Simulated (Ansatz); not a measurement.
# SiCl3 (SMILES Cl[Si](Cl)Cl): UBHLYP/aug-cc-pVDZ

What is the electronic atomisation energy of SiCl3 at UBHLYP/aug-cc-pVDZ? 

The results are computed with Ansatz 0.2.0.

25 further runs of the same task are left out: 2 that didn't finish, 23 set aside as unsound or not needed.

### Step 1. The system as given

SiCl3: 4 atoms, total charge 0, spin state doublet. SMILES: `Cl[Si](Cl)Cl`. The shape is that of a PBE0-D4/def2-TZVP optimisation.

Bond lengths: Cl1–Si2 2.043 Å, Si2–Cl3 2.043 Å, Si2–Cl4 2.043 Å. Angles: Cl1–Si2–Cl3 109.4°, Cl1–Si2–Cl4 109.4°, Cl3–Si2–Cl4 109.5°.

### Step 2. A single-point energy at UBHLYP/aug-cc-pVDZ

File run.yaml:

```yaml
basis:
  gaussian: {orbitals: aug-cc-pVDZ}
crystal:
  periodic: [false, false, false]
  atoms:
    - symbol: Cl
      position_ang: [-1.524800, -0.591600, 1.030100]
    - symbol: Si
      position_ang: [0.116100, 0.389400, 0.310600]
    - symbol: Cl
      position_ang: [1.694700, -0.903800, 0.219000]
    - symbol: Cl
      position_ang: [-0.286000, 1.105900, -1.559700]
accuracy: high
hamiltonian: {xc: {name: BHLYP}}
magnetization: {spin_polarized: true, initial_magnetization: 1}
output: {orbitals: {seedname: orbitals}}
```

Command:

```bash
$ ansatz run run.yaml --threads 1 --pin off --max-ram 3480MiB --events-out events.jsonl --progress --plain --runs-dir runs
```

Log:

```text
Warning: RAYON_NUM_THREADS=1 ignored (pool sized by the plan → 1); use --threads N
Functional definition: BHLYP
  name "BHLYP"
  parameter a = 0.5
  exchange = (1 - a)*b88_x + a*exact_x
  correlation = lyp_c
2178 factors; integrals over basis functions are off by at most 3.2e-9 eV
mean field evaluation 1: about -45447.8005 eV, gradient 1.1e1 eV
mean field evaluation 2: about -45448.1713 eV, gradient 9.3e0 eV
mean field evaluation 4: about -45448.6635 eV, gradient 5.4e-1 eV
mean field evaluation 8: about -45448.9384 eV, gradient 4.9e-2 eV
mean field evaluation 16: about -45448.9385 eV, gradient 5.2e-5 eV
mean field -45448.93852573 eV, -1670.2176844235 hartree, gradient 4.3e-8 eV, S^2 0.753079; 0 other end points of the search recorded, 0 dependent functions left out
reference -45448.93855021 eV, -1670.2176853231 hartree; 33, 32 occupied and 75, 76 virtual orbitals, 2178 factors
Total energy: -45448.93855021 eV, -1670.2176853231 hartree
```

Wall time 29 s (1 thread of Arm Neoverse V2, shared host); peak memory 0.6 GiB.

### Step 3. The Cl atom

File input.yaml:

```yaml
crystal:
  periodic: [false, false, false]
  atoms:
    - {symbol: Cl, position_ang: [0.000000, 0.000000, 0.000000]}
basis:
  gaussian:
    orbitals: aug-cc-pVDZ
magnetization:
  spin_polarized: true
  initial_magnetization: 1
hamiltonian:
  xc: {name: BHLYP}
accuracy: high
```

Run the same way, it converges to -460.15216 Eh (log not shown).

### Step 4. The Si atom

File molecule.yaml:

```yaml
crystal:
  periodic: [false, false, false]
  atoms:
    - {symbol: Si, position_ang: [0.000000, 0.000000, 0.000000]}
basis:
  gaussian: {orbitals: aug-cc-pVDZ}
magnetization: {spin_polarized: true, initial_magnetization: 2}
hamiltonian: {xc: {name: BHLYP}}
accuracy: high
```

Run the same way, it converges to -289.37626 Eh (log not shown).

### Step 5. Results

Level: UBHLYP/aug-cc-pVDZ.

| quantity | value |
| --- | --- |
| molecule: total energy | -1670.21769 Eh |
| molecule: HOMO energy (highest over α and β) | -8.19 eV |
| molecule: LUMO energy (lowest over α and β) | -2.82 eV |
| molecule: ⟨S²⟩ | 0.753 |
| Cl atom: total energy | -460.15216 Eh |
| Cl atom: ⟨S²⟩ | 0.753 |
| Si atom: total energy | -289.37626 Eh |
| Si atom: ⟨S²⟩ | 2.005 |
| electronic atomisation energy | 10.475 eV |

**Reading.** Taking the molecule apart into free atoms costs 10.47 eV (242 kcal/mol), before zero-point energy and without spin-orbit coupling.
